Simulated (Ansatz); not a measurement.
Below is the output of a Python script on Ansatz 0.2.0 through its Python package that makes a ladder of methods at one geometry of C3H4BF, SMILES BC1(F)C=C1. Write a script that gives it. Use (for the species named): BLYP, cc-pVDZ basis, multiplicity 1. The script varies functional: blyp, lc_wpbe, pbe, lda, hse06.

| atom | x (Å) | y (Å) | z (Å) |
| --- | --- | --- | --- |
| B | 0.2324 | 0.6446 | -1.1893 |
| C | 0.4367 | -0.1230 | 0.1383 |
| F | 1.6947 | -0.4543 | 0.4985 |
| C | -0.4443 | -1.0784 | 0.4441 |
| C | -0.4241 | 0.1432 | 1.1845 |
| H | -0.2480 | 1.8049 | -1.1630 |
| H | 0.5524 | 0.2363 | -2.2321 |
| H | -0.9445 | -2.0349 | 0.2594 |
| H | -0.7668 | 0.8153 | 2.0426 |

```console
$ python methods.py
functional    E (Ha)        dipole (D)   HOMO (eV)  LUMO (eV)
blyp          -241.161018     1.912      -5.969     -2.463
lc_wpbe       -241.082778     2.019      -9.985      0.757
pbe           -240.952465     1.934      -6.131     -2.651
lda           -239.229146     1.990      -6.288     -2.938
hse06         -240.961551     2.041      -6.930     -2.031
```

The script that was run (others could print the same):

Script `methods.py`:
```python
# -*- coding: utf-8 -*-
"""One geometry of C3H4BF, method by method."""

from pathlib import Path

import ansatz as az
import numpy as np

GEOMETRY = """
B     0.23240    0.64460   -1.18930
C     0.43670   -0.12300    0.13830
F     1.69470   -0.45430    0.49850
C    -0.44430   -1.07840    0.44410
C    -0.42410    0.14320    1.18450
H    -0.24800    1.80490   -1.16300
H     0.55240    0.23630   -2.23210
H    -0.94450   -2.03490    0.25940
H    -0.76680    0.81530    2.04260
"""

c3h4bf = az.Crystal.molecule()
for line in GEOMETRY.strip().splitlines():
    symbol, *xyz = line.split()
    c3h4bf = c3h4bf.atom(symbol, [float(v) for v in xyz])

setup = (
    c3h4bf.calculation()
    .basis(gaussian="cc-pVDZ")
    .accuracy("medium")
)

print("functional    E (Ha)        dipole (D)   HOMO (eV)  LUMO (eV)")
for name in ["blyp", "lc_wpbe", "pbe", "lda", "hse06"]:
    r = setup.functional(name).forces().orbitals().run(threads=1, runs_dir="runs").report
    lines = Path(r["orbitals_path"]).read_text().splitlines()
    field_of = lambda key: [line.split("=")[1].strip() for line in lines if line.startswith(key)]
    orbitals = [(27.211386 * float(e), s, float(n)) for e, s, n in zip(field_of("Ene="), field_of("Spin="), field_of("Occup="))]
    homo = max(e for e, _, n in orbitals if n > 0.5)
    lumo = min(e for e, _, n in orbitals if n < 0.5)
    dipole = 4.803205 * np.linalg.norm(r["charge_distribution"]["dipole_moment_e_ang"])
    print(f"{name:10s} {r['free_energy_ev'] / 27.211386246:14.6f} {dipole:9.3f} {homo:11.3f} {lumo:10.3f}")
```

Notes:
- The settings weren't tested for convergence.
- The geometry is a force-field or estimated start, not a minimum of this method, and the basis set is short of its limit. A lower total doesn't mark the better method: functionals have no common bound, and MP2 and coupled cluster aren't variational.
- Levels such as HOMO and LUMO are orbital energies: with these approximate functionals they aren't the ionisation energy and electron affinity, and their gap isn't the fundamental gap.
- hse06 follows the composition of plane-wave codes, whose totals differ by tens of mHa, up to about 0.1 Ha, from the form usual in Gaussian-basis programs (wpbeh).
- Wall time of the script: 23 s on 1 thread of Arm Neoverse N1 (shared host), peak memory 0.24 GiB.
